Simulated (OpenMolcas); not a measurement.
# Ce³⁺ among point charges: CASSCF and CASPT2 levels and susceptibility

Aim: the splitting of the states of Ce³⁺ in the field of 6 point charges, its lowest levels with spin-orbit coupling and its magnetic susceptibility.

Program: OpenMolcas 26.06. Level of theory: state-averaged CASSCF and CASPT2, spin-orbit coupling by RASSI with atomic mean-field integrals. These are calculated values, not measurements, unless marked.

## 1. Starting point

* Species: Ce³⁺ (cerium, Z = 58, 55 electrons)
* Basis: ANO-RCC-VDZP [7s6p4d2f1g], 68 functions
* Scalar Hamiltonian: DKH2, point nucleus
* Inactive shells: 1s 2s 2p 3s 3p 3d 4s 4p 4d 5s 5p
* Active space: 1 electron in 7 orbitals (4f)
* Some configurations of this space: 4f
* Orbitals: optimised for the highest spin of each parity, averaged over all roots

Outer shells as boxes (Hund's rule):

4f
```
4f [↑ ][  ][  ][  ][  ][  ][  ]
```

The ion sits among 6 point charges of -2 e arranged as a tetragonal octahedron (D4h), 2.63 Å from the ion, with the axial distance 2.446 Å.

The work runs as a chain of OpenMolcas steps in one folder; each step below is one input file. Labels, J, g values, rates, χT and fits are worked out afterwards by a script from the matrices that RASSI stores. The input lists half of the charges; inversion (Group=XYZ) makes the rest.

## 2. GATEWAY and SEWARD: basis and integrals

Input file a.inp:

```
&GATEWAY
Coord
1

Ce 0.0 0.0 0.0
Basis=ANO-RCC-VDZP
Group=XYZ
NoMove
AngMom=0.0 0.0 0.0
AMFI
XField
3 Angstrom 0
2.630000 0.000000 0.000000 -2.000000
0.000000 2.630000 0.000000 -2.000000
0.000000 0.000000 2.445900 -2.000000
&SEWARD
```

The run is started by

```console
$ OMP_NUM_THREADS=1 MOLCAS_MEM=2252 MOLCAS_PROJECT=a pymolcas a.inp > a.log
```

## 3. CASSCF: doublets of odd parity, 7 roots

Input file a.inp:

```
&RASSCF
FileOrb=start.orb
Symmetry=2
Spin=2
nActEl=1 0 0
Inactive=15 12
Ras2=0 7
CIRoot=7 7 1
SDav=7
CIMx=300
Iter=120 100
PrWF=0.3
OrbListing=Nothing
MaxOrb=0
>>> COPY $Project.JobIph JOB001
```

start.orb holds the contracted functions of the basis, ordered by shell, or the orbitals of the step before.

## 4. State interaction with spin-orbit coupling

Input file a.inp:

```
&RASSI
NrOfJobIphs=1 7
1 2 3 4 5 6 7
IphNames
JOB001
EJob
SpinOrbit
DIPRint=1.0
SOCoupling=1000.0
Subsets=2
Property=9
'ANGMOM' 1 'ANGMOM' 2 'ANGMOM' 3 'MLTPL  1' 1 'MLTPL  1' 2 'MLTPL  1' 3
'AMFI' 1 'AMFI' 2 'AMFI' 3
SOProperty=3
'ANGMOM' 1 'ANGMOM' 2 'ANGMOM' 3
```

## 5. CASPT2: IPEA 0.25, imaginary shift 0.1 (closed shells correlated: 5s 5p)

Input file a.inp:

```
>>> COPY JOB001 $Project.JobIph
&CASPT2
Multistate=7 1 2 3 4 5 6 7
NoMult
Frozen=14 9
IPEA=0.25
Imaginary=0.1
MaxIter=60
WThr=0.0 0.3 0.05
PrWF=0.5
NoMix
```

(Steps that only read results are left out.)

Q: Predict the outcome of this session. Wanted: spin-free ground state; first state of the same spin within the active space; lowest level; next level.

The runs gave:

```
                                            quantity                                                                        value
                                              method  SS-CASPT2, IPEA 0.25, imaginary shift 0.1 (closed shells correlated: 5s 5p)
                              spin-free ground state                                              2B1, 1-fold in its orbital part
first state of the same spin within the active space                                                               2E at 335 cm⁻¹
                                        lowest level                                            2-fold E3/2, g = 1.24, 1.80, 1.80
                                          next level                                                                   432.1 cm⁻¹
                                         χT at 300 K                                                               0.59 cm³ K/mol
                           effective moment at 300 K                                                                      2.18 μB
```

Cost by method:

| method | time of its own steps | time with the reference |
| --- | --- | --- |
| A. CASSCF | 1.9 s | 1.9 s |
| B. SS-CASPT2, IPEA 0.25, imaginary shift 0.1, +5s 5p | 1.1 s | 3 s |

Times are of one thread on a shared host.

The spin-free ground state (2B1) comes to 100 % from free-ion F terms and keeps the highest spin of the shell. Point charges carry no covalency, so the field is a model and not that of real ligands.
